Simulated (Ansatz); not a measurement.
Born–Oppenheimer molecular dynamics of a periodic cell of 36 atoms, Mg (start crystal Mg, start structure hcp, volume 1 times the crystal's). It starts from a structure without forces on its atoms.

Level of theory: DFT PBE, scalar-relativistic, plane waves, PAW (Ansatz). Settings: accuracy low, cutoff 420 eV, k mesh 2x2x1, fermi-dirac smearing 0.11 eV, no spin polarisation.

| Item | Value |
| --- | --- |
| ensemble | NVT, Langevin thermostat |
| time step | 3 fs |
| steps asked | 200 |
| set temperature | 1300 K |
| friction | 0.02 /fs |
| seed | 571616 |

First frame:

```xyz
36
Lattice="9.6300 0.0000 0.0000 -4.8150 8.3398 0.0000 0.0000 0.0000 10.4261" Properties=species:S:1:pos:R:3
Mg 0.000 0.000 0.000
Mg 0.000 1.853 2.607
Mg 0.000 0.000 5.213
Mg 0.000 1.853 7.820
Mg -1.605 2.780 0.000
Mg -1.605 4.633 2.607
Mg -1.605 2.780 5.213
Mg -1.605 4.633 7.820
Mg -3.210 5.560 0.000
Mg -3.210 7.413 2.607
Mg -3.210 5.560 5.213
Mg -3.210 7.413 7.820
Mg 3.210 0.000 0.000
Mg 3.210 1.853 2.607
Mg 3.210 0.000 5.213
Mg 3.210 1.853 7.820
Mg 1.605 2.780 0.000
Mg 1.605 4.633 2.607
Mg 1.605 2.780 5.213
Mg 1.605 4.633 7.820
Mg 0.000 5.560 0.000
Mg 0.000 7.413 2.607
Mg 0.000 5.560 5.213
Mg 0.000 7.413 7.820
Mg 6.420 0.000 0.000
Mg 6.420 1.853 2.607
Mg 6.420 0.000 5.213
Mg 6.420 1.853 7.820
Mg 4.815 2.780 0.000
Mg 4.815 4.633 2.607
Mg 4.815 2.780 5.213
Mg 4.815 4.633 7.820
Mg 3.210 5.560 0.000
Mg 3.210 7.413 2.607
Mg 3.210 5.560 5.213
Mg 3.210 7.413 7.820
```

(1) What does the run give?

(2) What happens to the structure?

(3) How do temperature and energy run in time?

Results:

(1) All steps were run.

```yaml
steps_done: 200
time_covered: 600 fs
mean_temperature_over_the_second_half: 1370 K
spread_of_the_potential_energy_over_the_second_half: 22.9 meV per atom
mean_potential_energy_of_the_second_half_above_the_start: 171.3 meV per atom
```

A run of 0.6 ps of so small a system gives no equilibrium averages. Limits of this set-up: coarse k mesh, low accuracy level.

(2) Mean squared displacements from the first frame to the last, about the centre of mass: Mg 0.31 Å². This is one draw of velocities; another would differ in detail.

(3) 
```
time (fs)  T (K)  potential energy less start (eV)
        0   1264                             0.000
       48   1047                             4.849
       96   1029                             5.988
      144   1269                             5.835
      192   1258                             6.611
      240   1172                             7.071
      288   1394                             5.145
      336   1276                             7.269
      384   1334                             6.884
      432   1201                             6.008
      480   1473                             5.069
      528   1172                             5.974
      576   1415                             5.959
```

Run time: 11 min on 4 threads of AMD EPYC 9R45 96-Core Processor (Zen 5) (shared host), peak memory 3.2 GiB.
